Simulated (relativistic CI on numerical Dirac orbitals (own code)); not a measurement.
# S⁺: one ion under different settings

Aim: see what numerical and physical settings do to the SCF, the total energy and the lowest levels of S⁺.

Method: Dirac-Coulomb-Breit CI, KLI orbitals optimised for each configuration, model QED (radiative potential, 1s self-energy scaled to tabulated hydrogen-like ionisation energies), numerical settings as typed. Code: relativistic CI on numerical Dirac orbitals (own code) version 3.

## 1. The atom as given

```
ion            : S⁺ (S II)
nuclear charge : 16
electrons      : 15
isotope        : A = 32
```

## 2. The usual input

Input settings:

```ini
atom S  Z=16  charge=1  electrons=15
nucleus A=32  rms_radius_fm=3.2611
hamiltonian dirac-coulomb  breit=on  qed=on  c_scale=1
orbitals kli  potential=per-configuration
slater_scale 1
correlation none
mixing on
grid step=0.0125 r_max=51.4
scf mixing=0.4 start=green max_iterations=150 tolerance=2e-08 node_fill=0.05
configurations
  [Ne] 3s2 3p3
  [Ne] 3s 3p4
  [Ne] 3s2 3p2 3d
  [Ne] 3p5
  [Ne] 3s2 3p 3d2
end
```

Run with:

```
$ python run_levels.py task.json out
```

task.json lists these runs, among others, and the program works through them in turn.

## 3. Start potential thomas-fermi

The settings differ from step 2 so:

```diff
@@ -8,3 +8,3 @@
 grid step=0.0125 r_max=51.4
-scf mixing=0.4 start=green max_iterations=150 tolerance=2e-08 node_fill=0.05
+scf mixing=0.4 start=thomas-fermi max_iterations=150 tolerance=2e-08 node_fill=0.05
 configurations
```

## 4. Nuclear radius 3.5872

Input settings:

```ini
atom S  Z=16  charge=1  electrons=15
nucleus A=32  rms_radius_fm=3.5872
hamiltonian dirac-coulomb  breit=on  qed=on  c_scale=1
orbitals kli  potential=per-configuration
slater_scale 1
correlation none
mixing on
grid step=0.0125 r_max=51.4
scf mixing=0.4 start=green max_iterations=150 tolerance=2e-08 node_fill=0.05
configurations
  [Ne] 3s2 3p3
  [Ne] 3s 3p4
  [Ne] 3s2 3p2 3d
  [Ne] 3p5
  [Ne] 3s2 3p 3d2
end
```

## 5. Start potential bare, speed-of-light factor 0.8

Input settings:

```ini
atom S  Z=16  charge=1  electrons=15
nucleus A=32  rms_radius_fm=3.2611
hamiltonian dirac-coulomb  breit=on  qed=on  c_scale=0.8
orbitals kli  potential=per-configuration
slater_scale 1
correlation none
mixing on
grid step=0.0125 r_max=51.4
scf mixing=0.4 start=bare max_iterations=150 tolerance=2e-08 node_fill=0.05
configurations
  [Ne] 3s2 3p3
  [Ne] 3s 3p4
  [Ne] 3s2 3p2 3d
  [Ne] 3p5
  [Ne] 3s2 3p 3d2
end
```

## 6. Potential mixing 0.9, QED terms off, start potential bare

Input settings:

```ini
atom S  Z=16  charge=1  electrons=15
nucleus A=32  rms_radius_fm=3.2611
hamiltonian dirac-coulomb  breit=on  qed=off  c_scale=1
orbitals kli  potential=per-configuration
slater_scale 1
correlation none
mixing on
grid step=0.0125 r_max=51.4
scf mixing=0.9 start=bare max_iterations=150 tolerance=2e-08 node_fill=0.05
configurations
  [Ne] 3s2 3p3
  [Ne] 3s 3p4
  [Ne] 3s2 3p2 3d
  [Ne] 3p5
  [Ne] 3s2 3p 3d2
end
```

## 7. Tolerance 1e-14

Input settings:

```ini
atom S  Z=16  charge=1  electrons=15
nucleus A=32  rms_radius_fm=3.2611
hamiltonian dirac-coulomb  breit=on  qed=on  c_scale=1
orbitals kli  potential=per-configuration
slater_scale 1
correlation none
mixing on
grid step=0.0125 r_max=51.4
scf mixing=0.4 start=green max_iterations=78 tolerance=1e-14 node_fill=0.05
configurations
  [Ne] 3s2 3p3
  [Ne] 3s 3p4
  [Ne] 3s2 3p2 3d
  [Ne] 3p5
  [Ne] 3s2 3p 3d2
end
```

(Steps that only read results are left out.)

What does the calculation give? Wanted: lowest level, usual settings; total energy; first excitation.

As calculated:

| setting | total energy less usual (Ha) | largest shift of a level among the lowest eight of both runs, same label and place (cm⁻¹) | SCF iterations | time | lowest level | kind of change |
| --- | --- | --- | --- | --- | --- | --- |
| usual | 0 | 0 | 52 | 0.14 s | 3p3 4S°3/2 | - |
| start potential thomas-fermi | 0 | 0 | 53 | 0.14 s | 3p3 4S°3/2 | numerical |
| nuclear radius 3.5872 | 6.09e-05 | 0.0417 | 52 | 0.14 s | 3p3 4S°3/2 | unphysical constant |
| start potential bare, speed-of-light factor 0.8 | -0.584 | 712 | 67 | 0.18 s | 3p3 4S°3/2 | unphysical constant |
| potential mixing 0.9, QED terms off, start potential bare | -0.0575 | 38.1 | 53 | 0.14 s | 3p3 4S°3/2 | model term |
| tolerance 1e-14 | 0 | 0 | 97 | 0.17 s | 3p3 4S°3/2 | extreme, harmless here |

```
                    quantity         value
lowest level, usual settings    3p3 4S°3/2
                total energy  -398.1536 Ha
            first excitation  18774.0 cm⁻¹
```

Among the runs whose levels can be followed, they move most under «start potential bare, speed-of-light factor 0.8» (unphysical constant), by up to 712 cm⁻¹. No visible change in the result comes from «start potential thomas-fermi» or «tolerance 1e-14». «Tolerance 1e-14» costs 97 SCF iterations against 52. Only the listed configurations are in the model. In a near-neutral ion this small CI can misplace whole configurations by 10,000 cm⁻¹ or more.
